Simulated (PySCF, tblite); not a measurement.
**C₄H₆BNO₄: geometry, infrared bands and NMR shifts**

What infrared bands and NMR shifts should C₄H₆BNO₄ (`CO[C@@H]1OB(O)O[C@@H]1C#N`) show?

Programs: tblite 0.8.0 and PySCF 2.14.0, with density-fitted response routines of our own. Each step states its level of theory. These are calculated values for one molecule in the gas phase, unless marked as measured. Atoms count from 0, in the outputs and in this text.

## 1. The molecule as given

16 atoms, charge 0, multiplicity 1; geometry from: force field or distance geometry start.

Bonds of the start (Å): C0–O1 1.43, O1–C2 1.41, C2–O3 1.40, O3–B4 1.44, B4–O5 1.46, B4–O6 1.46, O6–C7 1.41, C7–C8 1.47, C8–N9 1.15, C7–C2 1.57, C0–H10 1.12, C0–H11 1.10, C0–H12 1.12, C2–H13 1.11, O5–H14 0.98, C7–H15 1.12.

## 2. Optimising the geometry with GFN2-xTB

What the job is given:

```
{"job": {"kind": "relax", "xc": "GFN2-xTB", "basis": "xTB"}, "charge": 0, "multiplicity": 1}
C      2.194400    -0.735100     0.888700
O      1.471500     0.041600    -0.066400
C      0.100100     0.022400     0.249900
O     -0.464600    -1.197100    -0.151900
B     -1.709700    -0.770200    -0.737800
O     -2.971300    -1.123700    -0.095400
O     -1.593000     0.534000    -1.381600
C     -0.664400     1.151800    -0.519800
C      0.215600     2.017000    -1.316800
N      0.898200     2.705700    -1.937400
H      1.812400    -1.782500     0.923500
H      3.249500    -0.767500     0.591200
H      2.129600    -0.266000     1.908900
H     -0.080600     0.181300     1.337700
H     -3.372600    -1.798100    -0.682900
H     -1.222800     1.795400     0.210200
```

On the command line:

```sh
$ OMP_NUM_THREADS=1 python probes_run.py task.json out
```

This one command runs all jobs of the session in turn.

**Question.** This job is followed by: GFN2-xTB harmonic vibrations, gas phase; GIAO PBE0/pcSseg-1 NMR shielding, non-relativistic, gas phase. Predict these results of the whole session: strongest single infrared mode (GFN2-xTB); zero-point energy (GFN2-xTB); 13C shifts against TMS (PBE0/pcSseg-1); 1H shifts against TMS (PBE0/pcSseg-1, means over atoms taken as alike); 17O shifts against H2O (PBE0/pcSseg-1); 11B shifts against BF3·OEt2 (PBE0/pcSseg-1); 15N shifts against NH3 (PBE0/pcSseg-1); surface potential, 1st and 99th percentile.

The runs gave:

| quantity | value |
| --- | --- |
| strongest single infrared mode (GFN2-xTB) | 1389 cm⁻¹, 312 km/mol |
| zero-point energy (GFN2-xTB) | 69.4 kcal/mol |
| 13C shifts against TMS (PBE0/pcSseg-1) | 118.6, 106.0, 72.0, 58.2 ppm |
| 1H shifts against TMS (PBE0/pcSseg-1, means over atoms taken as alike) | 5.49, 4.97, 3.83, 3.82 ppm |
| 17O shifts against H2O (PBE0/pcSseg-1) | 140.5, 109.9, 86.4, 74.6 ppm |
| 11B shifts against BF3·OEt2 (PBE0/pcSseg-1) | 21.6 ppm |
| 15N shifts against NH3 (PBE0/pcSseg-1) | 317.5 ppm |
| surface potential, 1st and 99th percentile | -1.76 V and 2.52 V |

In words: Relaxing lowered the energy by 1.743 eV in 75 steps; the close pair that moved most is B4–O5, from 1.459 to 1.333 Å. No mode is imaginary among the 42: a minimum at this level. GFN2-xTB is a fitted tight-binding method: band positions and strengths are rough. Its intensities can rank the bands wrongly. C8 (nitrile carbon) lies farthest downfield among carbon, at 118.6 ppm; C≡N carbons fall here, among the sp2 signals but without a proton. H13 (hydrogen on an sp3 carbon bearing two oxygens) lies farthest downfield among hydrogen, at 5.49 ppm; its carbon carries O, which withdraws density. At PBE0/pcSseg-1: The largest span, 489 ppm, is at N9, where the paramagnetic term is -390 ppm.
